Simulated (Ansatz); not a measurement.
# GeH3I: the cost of one run

The runs use Ansatz 0.2.0, Gaussian basis; the settings change from run to run.

## Step 1: The geometry

The geometry comes from an earlier relaxation with PBE0-D4 in a triple-zeta def2 set; it is a stationary point. I takes a core potential in def2 sets; no spin-orbit term is included.

SMILES `[GeH3][I]`, 5 atoms, charge 0, spin multiplicity 1.

Atoms are counted from 1 here; the program's logs count them from 0.

Bond lengths: Ge1–I2 2.514 Å, Ge1–H3 1.532 Å, Ge1–H4 1.532 Å, Ge1–H5 1.532 Å. Angles: I2–Ge1–H3 107.5°, I2–Ge1–H4 107.5°, I2–Ge1–H5 107.5°, H3–Ge1–H4 111.3°, H3–Ge1–H5 111.3°, H4–Ge1–H5 111.3°.

## Step 2: CAM-B3LYP/def2-TZVPD

Options: charge -1, multiplicity 2, D4 dispersion, high accuracy.

Contents of in.yaml:

```yaml
crystal:
  periodic: [false, false, false]
  atoms:
    - {symbol: Ge, position_ang: [-0.009335, 0.021044, -0.230426]}
    - {symbol: I, position_ang: [0.205697, -0.377097, 2.242655]}
    - {symbol: H, position_ang: [-0.354624, 1.499913, -0.431655]}
    - {symbol: H, position_ang: [-1.128151, -0.887971, -0.748800]}
    - {symbol: H, position_ang: [1.336313, -0.329489, -0.873174]}
basis:
  gaussian: {orbitals: def2-TZVPD}
total_charge: -1
magnetization: {spin_polarized: true, initial_magnetization: 1}
hamiltonian: {xc: {name: CAM-B3LYP}, dispersion: d4}
accuracy: high
output: {forces: true}
```

Run with:

```
> ansatz run in.yaml --threads 4 --pin off --events-out ev --progress --plain --max-ram 10444MiB
```

Q: Estimate wall time and peak memory on 4 threads of Intel Xeon Platinum 8488C, shared host.

About 21 s, with a peak of 0.99 GiB.
